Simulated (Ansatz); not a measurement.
**CH₄ClFOSn: small, medium and large basis sets**

One table from this session's results is given with a row withheld; the runs are named, their logs left out.

Method: one geometry, several basis sets; program: Ansatz 0.2.0, Gaussian basis.

The runs, in order: PBE0-D4/def2-SVP; ωB97M-V/def2-SVP; PBE0-D4/def2-QZVPP; ωB97M-V/def2-QZVPP; the functionals' def2-TZVPP values are taken from earlier runs.

## Structure used throughout

The geometry comes from an earlier relaxation with PBE0-D4 in a triple-zeta def2 set; it is a stationary point, not always the lowest conformer. Sn takes the def2 core potential; no spin-orbit term is included.

SMILES `C[O][SnH]([F])[Cl]`, 9 atoms, charge 0, spin multiplicity 1.

Atoms are counted from 1 here; the program's logs count them from 0.

Bond lengths: C1–O2 1.416 Å, C1–H6 1.092 Å, C1–H7 1.095 Å, C1–H8 1.096 Å, O2–Sn3 1.931 Å, Sn3–F4 1.910 Å, Sn3–Cl5 2.305 Å, Sn3–H9 1.686 Å. Angles: O2–C1–H6 107.3°, O2–C1–H7 111.8°, O2–C1–H8 112.1°, H6–C1–H7 108.5°, H6–C1–H8 108.3°, H7–C1–H8 108.8°, C1–O2–Sn3 121.3°, O2–Sn3–F4 106.4°, O2–Sn3–Cl5 108.8°, O2–Sn3–H9 111.9°, F4–Sn3–Cl5 104.1°, F4–Sn3–H9 110.2°, Cl5–Sn3–H9 114.8°.

The first run:

The input, in.yaml:

```yaml
crystal:
  periodic: [false, false, false]
  atoms:
    - {symbol: C, position_ang: [0.646046, 0.982276, 0.914320]}
    - {symbol: O, position_ang: [0.919323, -0.254723, 0.282356]}
    - {symbol: Sn, position_ang: [-0.387727, -1.114885, -0.848998]}
    - {symbol: F, position_ang: [-1.899063, -1.483487, 0.258625]}
    - {symbol: Cl, position_ang: [-1.171826, 0.420270, -2.379025]}
    - {symbol: H, position_ang: [1.561319, 1.299327, 1.419013]}
    - {symbol: H, position_ang: [-0.148406, 0.889162, 1.662075]}
    - {symbol: H, position_ang: [0.363351, 1.758795, 0.194875]}
    - {symbol: H, position_ang: [0.205384, -2.543134, -1.520441]}
basis:
  gaussian: {orbitals: def2-SVP}
hamiltonian: {xc: pbe0, dispersion: d4}
output: {orbitals: {seedname: orbitals}}
```

Steps of the session up to this table: PBE0-D4 in def2-SVP; ωB97M-V in def2-SVP; PBE0-D4 in def2-QZVPP; ωB97M-V in def2-QZVPP.

One table of the session follows, with a row left open; its other results are not shown here.

It belongs to the step «Functionals by basis». 

```
functional       basis  HOMO (eV)
   PBE0-D4    def2-SVP      -8.32
   PBE0-D4  def2-TZVPP          ?
   PBE0-D4  def2-QZVPP      -8.50
   ωB97M-V    def2-SVP     -10.70
   ωB97M-V  def2-TZVPP     -10.88
   ωB97M-V  def2-QZVPP     -10.92
```

Q: Estimate the row for PBE0-D4, def2-TZVPP from the others.

**Answer.** HOMO (eV): -8.47. In the column «HOMO (eV)» it lies between PBE0-D4, def2-QZVPP (-8.50) and PBE0-D4, def2-SVP (-8.32).
